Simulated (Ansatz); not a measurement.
# LaGa: the cost of one run

Program: Ansatz 0.2.0. Level of theory: DFT PBEsol, all-electron LAPW, scalar-relativistic unless said. These are calculated values, not measurements.

1 further run of the same task is left out (it didn't finish).

## Step 1: The starting structure

Symmetry: Cmcm, No. 63, orthorhombic system. The conventional cell has a = 4.467 Å, b = 11.383 Å, c = 4.176 Å, α = 90.00°, β = 90.00°, γ = 90.00°. La (site symmetry m2m) has 7 Ga at 3.18 to 3.29 Å as nearest neighbours. Around Ga (site symmetry m2m) lie 2 Ga at 2.58 Å.

Coordinates:

```
CELL_PARAMETERS angstrom
2.23354 -5.69158 0.00000
2.23354 5.69158 0.00000
0.00000 0.00000 4.17615
ATOMIC_POSITIONS crystal
La 0.85595 0.14405 0.25000
La 0.14405 0.85595 0.75000
Ga 0.56665 0.43335 0.25000
Ga 0.43335 0.56665 0.75000
```

Cartesian axes are those of the input's lattice vectors. The structure goes back to a database entry.

## Step 2: Reference run, LAPW

input.yaml

```yaml
crystal:
  lattice:
    - [2.23354345968, -5.69157791848, 0.0]
    - [2.23354345968, 5.69157791848, 0.0]
    - [0.0, 0.0, 4.17615256053]
  atoms:
    - { symbol: La, position: [0.855948359225, 0.144051640775, 0.25] }
    - { symbol: La, position: [0.144051640775, 0.855948359225, 0.75] }
    - { symbol: Ga, position: [0.566653977268, 0.433346022732, 0.25] }
    - { symbol: Ga, position: [0.433346022732, 0.566653977268, 0.75] }
kpoints:
  mp_grid: { grid: [8, 8, 8] }
scf:
  occupations: { method: fermi_dirac, width: 0.08 }
hamiltonian:
  xc: pbesol
  pseudopotentials: { kind: all_electron, lapw: { basis_error: 0.0005 } }
phonons:
  supercell: [1, 1, 1]
```

Command:

```console
ansatz run input.yaml --threads 1 --pin off --max-ram 3072MiB --backend cpu --events-out ev --progress --plain --runs-dir out
```

Q: Estimate wall time and peak memory on 1 thread of Intel Xeon Platinum 8488C (Sapphire Rapids), shared host.

About 36 min, with a peak of 1.6 GiB.
